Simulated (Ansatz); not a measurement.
# AlCo, space group Pm-3m: a test of the smearing width

With Ansatz's Python interface.

Notebook, run cell by cell (the value of a cell's last expression is shown):

```python
import ansatz
```

```python
structure = (
    ansatz.Lattice.from_parameters(2.819403, 2.819403, 2.819403, alpha=90.0, beta=90.0, gamma=90.0)
    .atom("Al", (0.0, 0.0, 0.0))
    .atom("Co", (0.5, 0.5, 0.5))
    .moments(Co=3.2)
)
```

```python
model = structure.calculation().basis(420).kpoints(11, 11, 11).spin("collinear")
```

```python
rows = []
for value in [0.25, 0.15, 0.1, 0.05, 0.025]:
    r = model.occupations("methfessel_paxton", width=value).run(threads=1).report
    rows.append((value, r["free_energy_ev"] / len(r["lattice"]["sites"]), r["n_iterations"], r["magnetization_mub"], r["n_kpoints"]))

print("  width (eV)   F/atom (eV)    iterations  moment (muB)      k-points")
for row in rows:
    print(f"{str(row[0]):>12s}  {row[1]:12.5f}  {row[2]:12d}  {row[3]:12.3f}  {row[4]:12d}")
```

    DeckWarning: where an SCF of this run starts from atoms to list the orders of its open shells, Co (site 1, from 0) starts with 3.00 μB on its 3d shell, in the place of the 3.20 μB that the deck gives it: its open shells can hold no more by Hund's first rule. To start from spheres of the given moment, type scf.initial_density.shell_occupations: []
    RunWarning: the starting moments were not kept: the SCF closed with an absolute magnetisation of 3.8e-6 μB, where they sum to 3.2 μB in size (1 site). That is at most 0.1 of that sum. Measured as dr2_m measures the in/out step, that magnetisation stands 3.4e-11 eV from none, at or under the dr2_threshold of 1.0e-7 eV: it is no larger than a step whose dr2_m would equal this threshold. The system [...]
      width (eV)   F/atom (eV)    iterations  moment (muB)      k-points
            0.25   -2832.40982            16        -0.000            56
            0.15   -2832.41001            16         0.000            56
             0.1   -2832.40996            16        -0.000            56
            0.05   -2832.40976            17         0.000            56
           0.025   -2832.40973            20         0.029            56

```python
# the last row is the reference
for row in rows[:-1]:
    shift = 1000 * (row[1] - rows[-1][1])
    print(f"{row[0]}: {shift:+.2f} meV/atom" + ("  (within 5 meV)" if abs(shift) < 5 else ""))
```

    0.25: -0.09 meV/atom  (within 5 meV)
    0.15: -0.28 meV/atom  (within 5 meV)
    0.1: -0.23 meV/atom  (within 5 meV)
    0.05: -0.03 meV/atom  (within 5 meV)

Caveats:
- The SCF didn't keep the moments it started from (some shrank, vanished or turned); what is printed is the state reached.
- For a metal this k-point mesh is coarse: on a finer one energies can move by several to tens of meV an atom and pressures by half a GPa or more, differences at one mesh by less.
- The overall sign of a collinear moment is arbitrary, and semilocal functionals can give small moments to compounds that are paramagnetic.
- The narrowest width needs the finest mesh, so the last row is no converged reference.
- No functional is typed, so the default, PBE, holds.
- This cell is a computed structure, which may not be the phase found in nature.
- Warnings are shown shortened and without file and line.
- It ran for 26 s on 1 thread of Arm Neoverse V1, with other jobs on the host, peak memory 0.36 GiB.
